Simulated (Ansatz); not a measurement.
I need a check of forces and pressure against finite differences of WC (distorted cell). Use the Python package of Ansatz (0.2.0). Settings (first run): LDA, PAW, cutoff 540 eV, 8×8×8 k-points, Fermi-Dirac smearing of 0.15 eV.

```
W C
1.0
     0.00000    2.19268    2.19268
     2.19268    0.00000    2.19268
     2.19268    2.19268    0.00000
W C
1 1
Direct
  0.99854 0.01778 0.99377
  0.49188 0.50871 0.50225
```

`fdcheck_wc.py`:
```python
# -*- coding: utf-8 -*-
"""Do the forces of WC match the slope of the free energy, atoms off their sites."""

import logging
import sys

import ansatz as az
import numpy as np

logging.basicConfig(stream=sys.stdout, format="%(levelname)s %(message)s")
log = logging.getLogger("run")
log.setLevel(logging.INFO)

VECTORS = np.array([
    [0.0, 2.19268, 2.19268],
    [2.19268, 0.0, 2.19268],
    [2.19268, 2.19268, 0.0],
])
SITES = [
    ("W", (0.99854, 0.01778, 0.99377)),
    ("C", (0.49188, 0.50871, 0.50225)),
]


def on_lattice(cell):
    crystal = az.Crystal(lattice=az.Lattice.of(cell))
    for symbol, position in SITES:
        crystal = crystal.atom(symbol, position)
    return crystal

def solve(crystal):
    return (
        crystal.calculation()
        .functional("lda")
        .occupations("fermi_dirac", width=0.15)
        .basis(540, xc_grid=2)
        .kpoints(8, 8, 8)
        .scf(tolerance=1e-09)
        .forces()
        .stress()
        .run(threads=1)
    ).report


centre = solve(on_lattice(VECTORS))
start = on_lattice(VECTORS)
# move one atom both ways along a Cartesian axis
log.info(f"force on atom 0 along x: analytic {centre['forces_ev_ang'][0][0]:.4f} eV/A")
for h in (0.004, 0.016):
    shift = np.eye(3)[0] * h @ np.linalg.inv(VECTORS)
    plus, minus = (solve(start.move(0, to=np.array(SITES[0][1]) + sign * shift))["lagrangian_ev"] for sign in (1, -1))
    log.info(f"  step {h} A: numerical {-(plus - minus) / (2 * h):.4f} eV/A")
# P = -dF/dV; the difference feels the change of the plane-wave count with the cell
volume = abs(np.linalg.det(VECTORS))
larger, smaller = (solve(on_lattice(VECTORS * (1 + sign * 0.005) ** (1 / 3)))["lagrangian_ev"] for sign in (1, -1))
numerical = -(larger - smaller) / (0.01 * volume) * 160.21766
log.info(f"pressure: analytic {np.trace(centre['stress_gpa']) / 3:.3f}, numerical {numerical:.3f} GPa")
```

Output of `python fdcheck_wc.py`:
```text
DeckWarning: output.stress: scf.convergence.dr2_threshold = 1e-9 eV is looser than the 2e-10 eV advised for a printed stress (1e-10 eV for each atom of the cell: 2). What an SCF threshold leaves in a [...]
INFO force on atom 0 along x: analytic -0.0077 eV/A
INFO   step 0.004 A: numerical -0.0077 eV/A
INFO   step 0.016 A: numerical -0.0077 eV/A
INFO pressure: analytic -15.192, numerical -15.185 GPa
```
(Warnings from the package without file and line, shortened.)

Reading the output:
- Total energies depend on the potentials; only differences at equal settings carry meaning. A total without «per atom» is that of the cell as typed.
- The run is spin-unpolarised.
- For a metal this k-point mesh is coarse: on a finer one energies can move by several to tens of meV an atom and pressures by half a GPa or more, differences at one mesh by less.
- A Fermi-Dirac width this large means warm electrons, whose thermal share enters the free energy.
- Pressure is positive in compression.
- Spin-orbit coupling, which matters for elements this heavy, is left out.
- The cell is a database structure, distorted on purpose.
- The central difference errs as the square of the step, so the shorter step is the fairer test; what remains comes from the finite grid and the SCF threshold.
- By the engine's processor time: 60 s on 1 thread of Intel(R) Xeon(R) Processor @ 2.30GHz (shared host), peak memory 0.62 GiB.
